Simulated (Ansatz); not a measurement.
# Ge₃H₆: a ladder of functionals and wavefunction methods

An exercise on one series of results from a longer session: the logs are not shown, and one member is left open.

Program: Ansatz 0.2.0, Gaussian basis. Level of theory: functionals in def2-TZVPP, the program's frozen cores in correlated methods. These are calculated values, not measurements.

Plan: LDA (SPW92), PBE-D4, revPBE-D4, BLYP-D4, r2SCAN-D4, B97M-V, PBE0-D4, B3LYP-D4, r2SCANh-D4, r2SCAN0-D4, HSE06-D4, BHLYP-D4, CAM-B3LYP-D4, LC-ωPBE, ωB97X-V, ωB97M-V, B2PLYP, PBE-QIDH; CCSD(T)/def2-SVP; CCSD(T)/def2-TZVPP; MP2/def2-QZVPP; extrapolation to the limit; RPA on PBE.

## The geometry

An earlier PBE0-D4 in a triple-zeta def2 set relaxation fixed the geometry.

SMILES `[GeH2]1[GeH2][GeH2]1`, 9 atoms, charge 0, spin multiplicity 1.

Atoms are counted from 1 here; the program's logs count them from 0.

Bond lengths: Ge1–Ge2 2.433 Å, Ge1–Ge3 2.433 Å, Ge1–H4 1.533 Å, Ge1–H5 1.533 Å, Ge2–Ge3 2.433 Å, Ge2–H6 1.533 Å, Ge2–H7 1.533 Å, Ge3–H8 1.533 Å, Ge3–H9 1.533 Å. Angles: Ge2–Ge1–Ge3 60.0°, Ge2–Ge1–H4 118.6°, Ge2–Ge1–H5 118.6°, Ge3–Ge1–H4 118.6°, Ge3–Ge1–H5 118.6°, H4–Ge1–H5 112.9°, Ge1–Ge2–Ge3 60.0°, Ge1–Ge2–H6 118.6°, Ge1–Ge2–H7 118.6°, Ge3–Ge2–H6 118.6°, Ge3–Ge2–H7 118.6°, H6–Ge2–H7 112.9°, Ge1–Ge3–Ge2 60.0°, Ge1–Ge3–H8 118.6°, Ge1–Ge3–H9 118.6°, Ge2–Ge3–H8 118.6°, Ge2–Ge3–H9 118.6°, H8–Ge3–H9 112.9°.

The first run:

Contents of in.yaml:

```yaml
crystal:
  periodic: [false, false, false]
  atoms:
    - {symbol: Ge, position_ang: [-0.982033, 0.315964, -0.953464]}
    - {symbol: Ge, position_ang: [1.283072, 0.563091, -0.100006]}
    - {symbol: Ge, position_ang: [-0.301034, -0.879099, 1.053512]}
    - {symbol: H, position_ang: [-1.196059, -0.481884, -2.244328]}
    - {symbol: H, position_ang: [-1.951291, 1.494609, -0.811924]}
    - {symbol: H, position_ang: [2.434344, -0.085178, -0.876548]}
    - {symbol: H, position_ang: [1.677835, 1.890545, 0.556293]}
    - {symbol: H, position_ang: [-0.104845, -2.396823, 0.971452]}
    - {symbol: H, position_ang: [-0.859979, -0.421215, 2.405033]}
basis:
  gaussian: {orbitals: def2-TZVPP}
hamiltonian: {xc: lda}
output: {orbitals: {seedname: orbitals}}
```

Steps of the session up to this table: LDA; PBE-D4 (GGA); revPBE-D4 (GGA); BLYP-D4 (GGA); r2SCAN-D4 (meta-GGA); B97M-V (meta-GGA); PBE0-D4 (hybrid); B3LYP-D4 (hybrid); r2SCANh-D4 (hybrid); r2SCAN0-D4 (hybrid); HSE06-D4 (hybrid); BHLYP-D4 (hybrid); CAM-B3LYP-D4 (range-separated); LC-ωPBE-D4 (range-separated; the results give it without D4); ωB97X-V (range-separated); ωB97M-V (range-separated); B2PLYP (double hybrid); PBE-QIDH (double hybrid).

One of the session's tables, all rows but one given; the rest of the session is left out.

It belongs to the step «Frontier levels by functional». 

| functional | HOMO (eV) | gap (eV) |
| --- | --- | --- |
| LDA (SPW92) | -5.94 | 4.62 |
| PBE-D4 | -5.81 | 4.63 |
| revPBE-D4 | -5.76 | 4.64 |
| BLYP-D4 | -5.65 | 4.58 |
| r2SCAN-D4 | -6.04 | 5.01 |
| B97M-V | -6.06 | 4.93 |
| PBE0-D4 | -6.74 | 6.32 |
| B3LYP-D4 | -6.55 | 6.00 |
| r2SCANh-D4 | -6.38 | 5.63 |
| r2SCAN0-D4 | -6.89 | 6.55 |
| HSE06-D4 | -6.36 | 5.56 |
| BHLYP-D4 | -7.53 | 8.05 |
| CAM-B3LYP-D4 | -7.87 | 8.56 |
| LC-ωPBE | ? | ? |
| ωB97X-V | -8.81 | 10.45 |
| ωB97M-V | -8.65 | 10.09 |

**Question.** Estimate the row for LC-ωPBE.

As computed: HOMO (eV): -9.10; gap (eV): 10.85. In the column «HOMO (eV)» it is the lowest.
